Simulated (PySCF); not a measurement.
# GaH6N: the cost of one run

Computed with PySCF 2.14.0, with density-fitted response routines of our own, on a single molecule in the gas phase. Atoms count from 0, in the outputs and in this text.

### 1 The starting structure

8 atoms, charge 0, multiplicity 1; geometry from: GFN2-xTB. The atoms were then displaced at random by about 0.01 Å, so the start is not that level's minimum.

Bonds of the start (Å): N0–Ga1 2.09, N0–H2 1.05, N0–H3 1.03, N0–H4 1.01, Ga1–H5 1.53, Ga1–H6 1.53, Ga1–H7 1.54.

### 2 Optimising the geometry at PBE0-D3(BJ)/def2-SVP

What the job is given:

```
{"job": {"xc": "PBE0", "basis": "def2-SVP", "d3": "d3bj", "grid": 1, "shake": 0.01, "kind": "geom"}, "charge": 0, "multiplicity": 1}
N     -0.990910    -0.090360     0.041760
Ga     1.093590     0.067700    -0.050140
H     -1.442960     0.024930    -0.900320
H     -1.367550     0.673670     0.623570
H     -1.306850    -0.969560     0.412990
H      1.417450    -0.086140     1.438140
H      1.401900    -1.119300    -0.965670
H      1.250450     1.479930    -0.652800
```

The run is started by

```sh
> OMP_NUM_THREADS=1 python probes_run.py task.json out
```

One launch serves the whole session: the jobs run in the order shown.

**Question.** How long does this first job take on 1 thread of Arm Neoverse V1, shared host, and how much memory does it need?

About 13 s, with a peak of 0.33 GiB.
